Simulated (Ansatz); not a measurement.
# B2ClH3S, SMILES BSBCl: harmonic frequencies at the relaxed geometry

Computed with Ansatz 0.2.0, Python API.

The script reads `b2clh3s.xyz`:
```text
7

B    -0.23370    1.31910   -0.06590
S     0.68110    0.31330    1.14990
B     0.42290   -1.23940    0.10470
Cl   -0.91640   -2.33280    0.41640
H     0.28170    1.89330   -0.98510
H    -1.45150    1.49950    0.03890
H     1.27720   -1.52090   -0.70450
```

At the Python prompt:
```pycon
>>> import itertools
>>> import ansatz
>>> from ase.data import atomic_numbers, covalent_radii
>>> import numpy as np
>>> molecule = ansatz.Crystal.molecule_from_extxyz("b2clh3s.xyz")
>>> calc = (
...     molecule.calculation()
...     .basis(gaussian="def2-SVP")
...     .functional("PBE0")
... )
>>> symbols = [site.symbol for site in molecule.cartesian_sites]
>>> start = np.array([site.position_ang for site in molecule.cartesian_sites], dtype=float)
>>> report = calc.relax(force_tolerance=0.003, max_steps=100).run().report
>>> end = np.array(report["positions_ang"])
>>> radius = [covalent_radii[atomic_numbers[s]] for s in symbols]
>>> span = lambda where, i, j: np.linalg.norm(where[i] - where[j])
>>> bonded = [(i, j) for i, j in itertools.combinations(range(len(symbols)), 2) if min(span(start, i, j), span(end, i, j)) < 1.2 * (radius[i] + radius[j])]
>>> print("pair        before    after (A)")
pair        before    after (A)
>>> for i, j in bonded:
...     print(f"{symbols[i]}{i}-{symbols[j]}{j}".ljust(10), f"{span(start, i, j):8.4f} {span(end, i, j):8.4f}")
...
B0-S1        1.8239   1.7962
B0-H4        1.2001   1.2032
B0-H5        1.2355   1.2038
S1-B2        1.8894   1.8129
B2-Cl3       1.7568   1.7429
B2-H6        1.2099   1.2011
>>> for first, second in list(itertools.combinations(bonded, 2)):
...     shared = set(first) & set(second)
...     if shared and symbols[(j := shared.pop())] != "H":
...         i, k = sorted((set(first) | set(second)) - {j})
...         u, v = end[i] - end[j], end[k] - end[j]
...         angle = np.degrees(np.arccos(np.clip(u @ v / np.linalg.norm(u) / np.linalg.norm(v), -1, 1)))
...         print(f"final angle {symbols[i]}{i}-{symbols[j]}{j}-{symbols[k]}{k}: {angle:.2f} deg")
...
final angle S1-B0-H4: 120.90 deg
final angle S1-B0-H5: 116.27 deg
final angle B0-S1-B2: 102.01 deg
final angle H4-B0-H5: 122.83 deg
final angle S1-B2-Cl3: 118.83 deg
final angle S1-B2-H6: 121.66 deg
final angle Cl3-B2-H6: 119.51 deg
>>> minimum = ansatz.Crystal.molecule()
>>> for symbol, place in zip(symbols, end):
...     minimum = minimum.atom(symbol, place.tolist())
...
>>> vibrating = (
...     minimum.calculation()
...     .basis(gaussian="def2-SVP")
...     .functional("PBE0")
...     .phonons(temperatures=(200, 600, 100))
... )
>>> vib = vibrating.run().report["vibrations"]
>>> sums = vib["harmonic_sums"]
>>> modes = [m["omega_inv_cm"] for m in sums["modes_at_gamma"] if m["rigid_motion"] == "no"]
>>> print("frequencies (1/cm):", " ".join(f"{w:.0f}" for w in modes))
frequencies (1/cm): 102 198 297 357 722 777 793 834 899 951 1083 1186 2610 2692 2732
>>> print("imaginary modes:", sum(w < 0 for w in modes), " zero-point energy:", round(sums["zero_point_energy_ev"], 4), "eV")
imaginary modes: 0  zero-point energy: 1.0061 eV
>>> print("T (K)   F_vib (eV)   S_vib (meV/K)   C_vib (meV/K)")
T (K)   F_vib (eV)   S_vib (meV/K)   C_vib (meV/K)
>>> for row in zip(sums["temperatures_k"], sums["vibrational_free_energy_ev"], vib["entropy_ev_per_k"], vib["heat_capacity_ev_per_k"]):
...     print(f"{row[0]:6.1f} {row[1]:11.4f} {1000 * row[2]:13.4f} {1000 * row[3]:15.4f}")
...
 200.0      0.9862        0.2489          0.3199
 300.0      0.9533        0.4109          0.4894
 400.0      0.9041        0.5723          0.6328
 500.0      0.8391        0.7257          0.7410
 600.0      0.7593        0.8684          0.8233
```

Caveats:
- The frequencies are harmonic and unscaled, in a modest basis.
- The result belongs to the one conformer reached from this start, and soft torsions count as harmonic oscillators.
- Hardware and time: 2 min on 1 thread of Arm Neoverse V1, on a shared host, peak memory 0.23 GiB.
